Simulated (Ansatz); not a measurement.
# GaHF (quartet): wave-function methods side by side, cc-pVDZ

The task here is to estimate one member of a computed series from the others.

Computed with Ansatz 0.2.0, Gaussian basis. Level: cc-pVDZ, core rule «outside noble gas», up to 15 orbitals frozen.

The runs, in order: UHF; CCSD(T) on ROHF; CCSD(T) on UHF; BCCD(T) on ROHF; CISD as a restricted active space (open shells left free, so some higher excitations enter); CCSDT(Q) on ROHF; CCSDT(Q) on UHF.

34 further runs of the same task are left out: 15 for a known fault of the program, 8 that didn't finish, 11 set aside as unsound or not needed. Runs told in other sessions of the task aren't counted.

## What is computed

The geometry is a PBE0/def2-TZVP stationary point (not a proven minimum) of the parent state, kept for this charge and spin. No spin-orbit coupling is included. The filled d shell of Ga may be among the frozen orbitals whatever the setting's name suggests.

3 atoms, charge 0, spin multiplicity 4.

Atoms are counted from 1 here; the program's logs count them from 0.

Bond lengths: F1–Ga2 1.767 Å, Ga2–H3 1.610 Å. Angles: F1–Ga2–H3 114.2°.

Coordinates:

```xyz
3
FGaH
F     0.00000    0.08487    1.39802
Ga    0.00000   -0.04299   -0.36462
H     0.00000    1.37432   -1.12843
```

Set-up of the first run:

Contents of in.yaml:

```yaml
crystal:
  periodic: [false, false, false]
  atoms:
    - {symbol: F, position_ang: [0.000000, 0.084867, 1.398020]}
    - {symbol: Ga, position_ang: [0.000000, -0.042993, -0.364625]}
    - {symbol: H, position_ang: [0.000000, 1.374322, -1.128426]}
basis:
  gaussian: {orbitals: cc-pVDZ}
magnetization: {spin_polarized: true, initial_magnetization: 3}
hamiltonian: {xc: hf}
output: {orbitals: {seedname: orbitals}}
```

Started as:

```
$ ansatz run in.yaml --threads 1 --pin off --events-out ev --progress --plain --max-ram 2393MiB
```

Steps of the session up to this table: UHF; CCSD(T) on ROHF; CCSD(T) on UHF; BCCD(T) on ROHF; CISD as a restricted active space (open shells left free, so some higher excitations enter); CCSDT(Q) on ROHF; CCSDT(Q) on UHF.

One table of the session follows, with a row left open; its other results are not shown here.

It belongs to the step «Misses and costs». 

| method | from RCCSDT(Q) (meV) |
| --- | --- |
| ROHF | +6395.4 |
| UHF | ? |
| RMP2 | +374.7 |
| UMP2 | +336.4 |
| RCCSD | +181.3 |
| UCCSD | +156.9 |
| RCCSD(T) | +37.0 |
| UCCSD(T) | +14.6 |
| BCCD(T) | +34.2 |
| RCCSDT | +10.7 |
| UCCSDT | -10.2 |
| RCCSDT(Q) | 0 |
| UCCSDT(Q) | -29.8 |

**Question.** Estimate the row for UHF.

As computed: from RCCSDT(Q) (meV): +6341.3. In the column «from RCCSDT(Q) (meV)» it lies between RMP2 (+374.7) and ROHF (+6395.4).

Not comparable, so not listed: CISD as a restricted active space (open shells left free, so some higher excitations enter) (they don't share determinant, frozen orbitals or solution with the rows shown, or repeat one).

Caveats from the session: Restricted and unrestricted rows rest on different reference determinants; a gap between their highest levels can come from leftover correlation error, from unlike frozen cores or from another state.
